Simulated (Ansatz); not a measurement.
# Hf2TaN3: the cost of one run

Method: DFT PBE, scalar-relativistic, plane waves, PAW, in Ansatz 0.2.0.

2 further runs of the same task are left out: 1 that didn't finish, 1 set aside as unsound or not needed.

**1. The structure to begin with**

It takes space group P4mm (No. 99, tetragonal). Conventional cell: a = 3.285 Å, b = 3.285 Å, c = 8.009 Å, α = 90.00°, β = 90.00°, γ = 90.00°. Hf (site symmetry 4mm) is surrounded by 6 N at 2.53 to 2.71 Å and 4 Ta at 2.64 Å. Hf (site symmetry 4mm) is surrounded by 1 Ta at 2.63 Å and 9 N at 2.68 to 2.73 Å. Ta (site symmetry 4mm) is surrounded by 5 Hf at 2.63 to 2.64 Å and 5 N at 2.65 to 2.66 Å. Around N (site symmetry 4mm) lie 5 N at 2.67 to 2.76 Å and 5 Hf at 2.71 to 2.72 Å. Around N (site symmetry 4mm) lie 5 Hf at 2.53 to 2.68 Å and 4 Ta at 2.65 Å. N (site symmetry 4mm) has 1 Ta at 2.66 Å and 4 N at 2.67 Å and 5 Hf at 2.71 to 2.73 Å in its first shell of neighbours.

Coordinates:

```cif
data_structure
_symmetry_space_group_name_H-M 'P4mm'
_symmetry_Int_Tables_number 99
_cell_length_a 3.2854
_cell_length_b 3.2854
_cell_length_c 8.0087
_cell_angle_alpha 90.000
_cell_angle_beta 90.000
_cell_angle_gamma 90.000
_cell_volume 86.44
loop_
_atom_site_label
_atom_site_type_symbol
_atom_site_symmetry_multiplicity
_atom_site_Wyckoff_symbol
_atom_site_fract_x
_atom_site_fract_y
_atom_site_fract_z
_atom_site_occupancy
Hf1 Hf 1 a 0.00000 0.00000 0.00948 1
Hf2 Hf 1 b 0.50000 0.50000 0.49382 1
Ta1 Ta 1 b 0.50000 0.50000 0.16581 1
N1 N 1 a 0.00000 0.00000 0.67095 1
N2 N 1 a 0.00000 0.00000 0.32576 1
N3 N 1 b 0.50000 0.50000 0.83418 1
```

A structure generator made this guess: species swapped into a database cell of Dy2CuAg3 (P4mm, No. 99), with Hf on the Dy sites, Ta on the Cu sites and N on the Ag sites. The dimensions are guesses.

**2. The guess as it stands, on a coarse mesh**

input.yaml

```yaml
crystal:
  lattice:
    - [3.28536036, 0.0, 0.0]
    - [0.0, 3.28536036, 0.0]
    - [0.0, 0.0, 8.00869939]
  atoms:
    - { symbol: Hf, position: [0.0, 0.0, 0.009477] }
    - { symbol: Hf, position: [0.5, 0.5, 0.49382401] }
    - { symbol: Ta, position: [0.5, 0.5, 0.165811] }
    - { symbol: "N", position: [0.0, 0.0, 0.67094803] }
    - { symbol: "N", position: [0.0, 0.0, 0.325762] }
    - { symbol: "N", position: [0.5, 0.5, 0.83417797] }
basis:
  ecutwfc: 420
kpoints:
  mp_grid: { grid: [6, 6, 2] }
hamiltonian:
  xc: pbe
scf:
  occupations: { method: gaussian, width: 0.1 }
  lower_state_search: "off"
output:
  forces: true
  stress: true
  eigenvalues: true
```

Run with:

```sh
$ ansatz run input.yaml --threads 1 --pin off --max-ram 2560MiB --backend cpu --events-out ev --progress --plain --runs-dir out
```

**Question.** How long does this run take on 1 thread of Intel Xeon 6975P-C (Granite Rapids), shared host, and how much memory does it need?

About 5.9 s, with a peak of 0.4 GiB.
